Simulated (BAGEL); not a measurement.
# CH6NPSi (SMILES C1NP[SiH2]1) at HF/6-31G(d) (density fitting with qzvpp-jkfit, spherical functions)

What is the vertical ionisation energy of CH6NPSi at HF/6-31G* (density fitting with qzvpp-jkfit, spherical functions)? 

Program for the calculation: BAGEL 1.2.2.

2 further runs of the same task are left out: 2 set aside as unsound or not needed.

## 1. The system as given

CH6NPSi has 10 atoms, charge 0, and is taken as a singlet. As SMILES, `C1NP[SiH2]1`. The coordinates come from a PBE0-D4/def2-TZVP relaxation.

Bond lengths: C1–N2 1.466 Å, N2–P3 1.737 Å, C1–Si4 1.900 Å, P3–Si4 2.263 Å, C1–H5 1.094 Å, C1–H6 1.100 Å, N2–H7 1.012 Å, P3–H8 1.446 Å, Si4–H9 1.486 Å, Si4–H10 1.487 Å. Some angles: C1–N2–P3 108.8°, N2–C1–Si4 91.6°, N2–P3–Si4 73.5°, C1–Si4–P3 77.1°, C1–N2–H7 117.6°, P3–N2–H7 119.0°, N2–C1–H5 113.0°, N2–C1–H6 113.4°, Si4–C1–H5 118.7°, Si4–C1–H6 110.6°.

## 2. A single-point energy at HF/6-31G(d) (density fitting with qzvpp-jkfit, spherical functions)

File input.json:

```json
{ "bagel" : [

{
  "title" : "molecule",
  "basis" : "6-31gs.json",
  "df_basis" : "qzvpp-jkfit",
  "angstrom" : true,
  "geometry" : [
    { "atom" : "C", "xyz" : [      -0.518900,       0.753700,      -0.280300 ] },
    { "atom" : "N", "xyz" : [       0.388700,       0.867200,       0.865200 ] },
    { "atom" : "P", "xyz" : [       0.973900,      -0.716000,       1.275900 ] },
    { "atom" : "Si", "xyz" : [       0.382300,      -0.797300,      -0.907400 ] },
    { "atom" : "H", "xyz" : [      -0.525900,       1.647300,      -0.910700 ] },
    { "atom" : "H", "xyz" : [      -1.554200,       0.512400,       0.003600 ] },
    { "atom" : "H", "xyz" : [       0.126500,       1.500500,       1.609100 ] },
    { "atom" : "H", "xyz" : [      -0.253100,      -1.393600,       1.631500 ] },
    { "atom" : "H", "xyz" : [       1.493100,      -0.499900,      -1.848100 ] },
    { "atom" : "H", "xyz" : [      -0.429200,      -1.925500,      -1.435800 ] }
  ]
},

{ "title" : "hf" },

{ "title" : "print", "file" : "orbitals.molden", "orbitals" : true }

]}
```

The basis set 6-31G* is read from a file made from the Basis Set Exchange's data (not shown).

The run is started by

```bash
$ BAGEL_NUM_THREADS=1 BAGEL input.json > input.out
```

Standard output:

```text
* using 1 threads per process

  ===============================================================
  ===============================================================

  *** Geometry ***

  { "atom" : "C", "xyz" : [     -0.980579,      1.424287,     -0.529690 ] },
  { "atom" : "N", "xyz" : [      0.734537,      1.638770,      1.634991 ] },
  { "atom" : "P", "xyz" : [      1.840404,     -1.353044,      2.411102 ] },
  { "atom" : "Si", "xyz" : [      0.722442,     -1.506679,     -1.714737 ] },
  { "atom" : "H", "xyz" : [     -0.993807,      3.112946,     -1.720974 ] },
  { "atom" : "H", "xyz" : [     -2.937012,      0.968296,      0.006803 ] },
  { "atom" : "H", "xyz" : [      0.239050,      2.835534,      3.040758 ] },
  { "atom" : "H", "xyz" : [     -0.478290,     -2.633522,      3.083088 ] },
  { "atom" : "H", "xyz" : [      2.821550,     -0.944674,     -3.492403 ] },
  { "atom" : "H", "xyz" : [     -0.811070,     -3.638668,     -2.713269 ] },

  Number of auxiliary basis functions:      516

  Since a DF basis is specified, we compute 2- and 3-index integrals:
    o Being stored without compression. Storage requirement is 0.024 GB

  Number of basis functions:       76
  Number of electrons      :       48

    * METHOD: MOLECULE                             0.24

  *** RHF ***

  === Nuclear Repulsion ===
   222.3692007122

      * DIIS with orbital gradients will be used.

  === RHF iteration (6-31gs.json) ===
      0       -725.24740916          0.01760381           0.06
      1       -725.35163640          0.01085883           0.06
      2       -725.40094436          0.00179247           0.06
      3       -725.40309260          0.00025360           0.06
      4       -725.40316041          0.00008462           0.06
      5       -725.40317094          0.00002752           0.06
      6       -725.40317209          0.00001053           0.06
      7       -725.40317226          0.00000384           0.06
      8       -725.40317228          0.00000095           0.06
      9       -725.40317228          0.00000029           0.06
     10       -725.40317228          0.00000013           0.06
     11       -725.40317228          0.00000004           0.06
     12       -725.40317228          0.00000001           0.07
     13       -725.40317228          0.00000000           0.06
    * SCF iteration converged.

    * Permanent dipole moment:
           (    0.672805,    -0.101326,     0.289449) a.u.

    * METHOD: HF                                   1.07

    * METHOD: PRINT                                0.01

  ===============================================================
```

Wall time 1.5 s (1 thread of Arm Neoverse V2, shared host); peak memory 0.12 GiB.

## 3. The doublet cation

File hf.json:

```json
{ "bagel" : [

{
  "title" : "molecule",
  "basis" : "6-31gs.json",
  "df_basis" : "qzvpp-jkfit",
  "angstrom" : "true",
  "geometry" : [
    { "atom" : "C", "xyz" : [   -0.518900,    0.753700,   -0.280300 ] },
    { "atom" : "N", "xyz" : [    0.388700,    0.867200,    0.865200 ] },
    { "atom" : "P", "xyz" : [    0.973900,   -0.716000,    1.275900 ] },
    { "atom" : "Si", "xyz" : [    0.382300,   -0.797300,   -0.907400 ] },
    { "atom" : "H", "xyz" : [   -0.525900,    1.647300,   -0.910700 ] },
    { "atom" : "H", "xyz" : [   -1.554200,    0.512400,    0.003600 ] },
    { "atom" : "H", "xyz" : [    0.126500,    1.500500,    1.609100 ] },
    { "atom" : "H", "xyz" : [   -0.253100,   -1.393600,    1.631500 ] },
    { "atom" : "H", "xyz" : [    1.493100,   -0.499900,   -1.848100 ] },
    { "atom" : "H", "xyz" : [   -0.429200,   -1.925500,   -1.435800 ] }
  ]
},
{ "title" : "uhf", "charge" : 1, "nopen" : 1 },
{ "title" : "print", "file" : "orbitals.molden", "orbitals" : "true" }

]}
```

The basis set 6-31G* is read from a file made from the Basis Set Exchange's data (not shown).

The run is started by

```bash
$ BAGEL_NUM_THREADS=1 BAGEL hf.json > hf.out
```

Standard output:

```text
* using 1 threads per process

  ===============================================================
  ===============================================================

  *** Geometry ***

  { "atom" : "C", "xyz" : [     -0.980579,      1.424287,     -0.529690 ] },
  { "atom" : "N", "xyz" : [      0.734537,      1.638770,      1.634991 ] },
  { "atom" : "P", "xyz" : [      1.840404,     -1.353044,      2.411102 ] },
  { "atom" : "Si", "xyz" : [      0.722442,     -1.506679,     -1.714737 ] },
  { "atom" : "H", "xyz" : [     -0.993807,      3.112946,     -1.720974 ] },
  { "atom" : "H", "xyz" : [     -2.937012,      0.968296,      0.006803 ] },
  { "atom" : "H", "xyz" : [      0.239050,      2.835534,      3.040758 ] },
  { "atom" : "H", "xyz" : [     -0.478290,     -2.633522,      3.083088 ] },
  { "atom" : "H", "xyz" : [      2.821550,     -0.944674,     -3.492403 ] },
  { "atom" : "H", "xyz" : [     -0.811070,     -3.638668,     -2.713269 ] },

  Number of auxiliary basis functions:      516

  Since a DF basis is specified, we compute 2- and 3-index integrals:
    o Being stored without compression. Storage requirement is 0.024 GB

  Number of basis functions:       76
  Number of electrons      :       48

    * METHOD: MOLECULE                             0.24

  *** Open-shell HF ***

  === Nuclear Repulsion ===
   222.3692007122

      * DIIS with orbital gradients will be used.

  === UHF iteration (6-31gs.json) ===
      0       -724.92995454          0.03347615           0.13
      1       -725.04668919          0.02166562           0.14
      2       -725.07754602          0.01486014           0.14
      3       -725.10125031          0.00146789           0.14
      4       -725.10247979          0.00068563           0.14
      5       -725.10284670          0.00040552           0.14
      6       -725.10313349          0.00017671           0.14
      7       -725.10320203          0.00012493           0.14
      8       -725.10323674          0.00008840           0.13
      9       -725.10327259          0.00005634           0.13
     10       -725.10328509          0.00003829           0.12
     11       -725.10329158          0.00003049           0.13
     12       -725.10329549          0.00001761           0.13
     13       -725.10329693          0.00001070           0.13
     14       -725.10329740          0.00000634           0.13
     15       -725.10329752          0.00000359           0.13
     16       -725.10329754          0.00000271           0.13
     17       -725.10329756          0.00000182           0.12
     18       -725.10329757          0.00000143           0.13
     19       -725.10329757          0.00000100           0.13
     20       -725.10329758          0.00000060           0.13
     21       -725.10329758          0.00000034           0.13
     22       -725.10329758          0.00000017           0.13
     23       -725.10329758          0.00000014           0.13
     24       -725.10329758          0.00000007           0.13
     25       -725.10329758          0.00000004           0.13
     26       -725.10329758          0.00000003           0.13
     27       -725.10329758          0.00000002           0.13
     28       -725.10329758          0.00000001           0.13
     29       -725.10329758          0.00000001           0.13
    * SCF iteration converged.

    * S^2 (UHF) is 0.7604

    * Permanent dipole moment:
           (    0.104478,     0.451820,    -0.700117) a.u.

    * METHOD: UHF                                  4.11

    * METHOD: PRINT                                0.01

  ===============================================================
```

Wall time 4.5 s (1 thread of Arm Neoverse V2, shared host); peak memory 0.12 GiB.

## 4. What came out

At HF/6-31G* (density fitting with qzvpp-jkfit, spherical functions):

```
                                          quantity          value
                     singlet CH6NPSi: total energy  -725.40317 Eh
                    singlet CH6NPSi: dipole moment         1.88 D
                      singlet CH6NPSi: HOMO energy       -9.34 eV
                      singlet CH6NPSi: LUMO energy        3.07 eV
                    singlet CH6NPSi: HOMO–LUMO gap       12.41 eV
                      doublet cation: total energy  -725.10330 Eh
                              doublet cation: ⟨S²⟩          0.760
vertical ionisation energy (to the doublet cation)       8.160 eV
```

What this shows: The vertical ionisation energy comes to 8.16 eV (787 kJ/mol). −ε(HOMO) before ionisation, 9.34 eV, is 1.18 eV above this ionisation energy.
